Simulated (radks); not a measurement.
# Taking charge from the 5s level of Er⁺ in fractions

One table from this session's results is given with a row withheld; the runs are named, their logs left out.

The numbers are computed with radks (a radial shooting solver on a logarithmic mesh, Libxc functionals) version 1 (scalar-relativistic Kohn-Sham, LDA (Slater exchange, Perdew-Wang correlation), spin-polarised, spherical densities, finite nucleus; open shells are filled with parallel spins first), except any that are marked as measured or tabulated.

### The system

```
element            : erbium (Z = 68)
charge             : +1
electrons          : 67
configuration      : [Kr] 4d10 4f12 5s(up 1, down 1) 5p6 6s1
nuclear rms radius : 5.2516 fm
```

A shell typed twice in an input gives spin up, then spin down.

The first run:

Settings of this run:

```text
Z 68
configuration [Kr] 4d10 4f12 5s1 5s1 5p6 6s1
relativity scalar-relativistic
functional lda,pw
spin polarised
nucleus finite rms 5.2516 fm
c 137.035999084
```

Among the steps run: Start: [Kr] 4d10 4f12 5s(up 1, down 1) 5p6 6s1.

One table of the session follows, with a row left open; its other results are not shown here.

It belongs to the step «Start: [Kr] 4d10 4f12 5s(up 1, down 1) 5p6 6s1». From the orbitals of this run (lengths in bohr):

```
  level     <r>  outermost maximum (interpolated)  90 % within  nodes
  5s up   1.251                              1.11         1.81      4
5s down   1.254                              1.11         1.82      4
  5p up   1.493                              1.27         2.21      3
5p down   1.496                              1.28         2.21      3
  4f up       ?                                 ?            ?      ?
  6s up   3.557                              3.12         5.16      5
4f down  0.8339                             0.509         1.47      0
6s down   3.611                              3.12         5.29      5
```

Estimate the missing values for 4f up.

**Answer.** <r>: 0.8205; outermost maximum (interpolated): 0.508; 90 % within: 1.44; nodes: 0. In the column «<r>» it is the lowest.
